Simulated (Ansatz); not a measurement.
**C2H3BFNO: basis-set convergence**

An exercise on one series of results from a longer session: the logs are not shown, and one member is left open.

Computed with Ansatz 0.2.0, Gaussian basis. Level: one geometry, several basis sets.

Plan: PBE0-D4/def2-SVP; ωB97M-V/def2-SVP; PBE0-D4/def2-QZVPP; ωB97M-V/def2-QZVPP; the functionals' def2-TZVPP values are taken from earlier runs.

**The geometry**

An earlier PBE0-D4 in a triple-zeta def2 set relaxation fixed the geometry.

SMILES `FC/N=C1/BO1`, 9 atoms, charge 0, spin multiplicity 1.

Atoms are counted from 1 here; the program's logs count them from 0.

Bond lengths: F1–C2 1.377 Å, C2–N3 1.414 Å, C2–H7 1.095 Å, C2–H8 1.095 Å, N3–C4 1.233 Å, C4–B5 1.475 Å, C4–O6 1.464 Å, B5–O6 1.354 Å, B5–H9 1.182 Å. Angles: F1–C2–N3 115.2°, F1–C2–H7 107.7°, F1–C2–H8 107.7°, N3–C2–H7 108.4°, N3–C2–H8 108.4°, H7–C2–H8 109.4°, C2–N3–C4 126.7°, N3–C4–B5 170.5°, N3–C4–O6 134.6°, B5–C4–O6 54.9°, C4–B5–O6 62.2°, C4–B5–H9 160.9°, O6–B5–H9 137.0°, C4–O6–B5 63.0°.

Set-up of the first run:

Input file in.yaml:

```yaml
crystal:
  periodic: [false, false, false]
  atoms:
    - {symbol: F, position_ang: [-1.102839, -1.536409, 0.320608]}
    - {symbol: C, position_ang: [-0.238210, -0.969862, 1.230566]}
    - {symbol: N, position_ang: [0.477881, 0.155273, 0.761300]}
    - {symbol: C, position_ang: [0.400161, 0.663109, -0.359857]}
    - {symbol: B, position_ang: [0.473379, 1.428894, -1.618333]}
    - {symbol: O, position_ang: [-0.371336, 0.372127, -1.569405]}
    - {symbol: H, position_ang: [-0.825060, -0.665949, 2.103084]}
    - {symbol: H, position_ang: [0.482590, -1.737999, 1.527953]}
    - {symbol: H, position_ang: [0.791935, 2.244517, -2.413016]}
basis:
  gaussian: {orbitals: def2-SVP}
hamiltonian: {xc: pbe0, dispersion: d4}
output: {orbitals: {seedname: orbitals}}
```

Run with:

```console
$ ansatz run in.yaml --threads 4 --pin off --events-out ev --progress --plain --max-ram 10444MiB
```

Among the steps run: PBE0-D4 in def2-SVP; ωB97M-V in def2-SVP; PBE0-D4 in def2-QZVPP; ωB97M-V in def2-QZVPP.

One of the session's tables, all rows but one given; the rest of the session is left out.

It belongs to the step «Functionals by basis». 

| functional | basis | HOMO (eV) |
| --- | --- | --- |
| PBE0-D4 | def2-SVP | -7.69 |
| PBE0-D4 | def2-TZVPP | -7.83 |
| PBE0-D4 | def2-QZVPP | ? |
| ωB97M-V | def2-SVP | -9.94 |
| ωB97M-V | def2-TZVPP | -10.11 |
| ωB97M-V | def2-QZVPP | -10.14 |

**Question.** Estimate the row for PBE0-D4, def2-QZVPP.

As computed: HOMO (eV): -7.86. In the column «HOMO (eV)» it lies between ωB97M-V, def2-SVP (-9.94) and PBE0-D4, def2-TZVPP (-7.83).
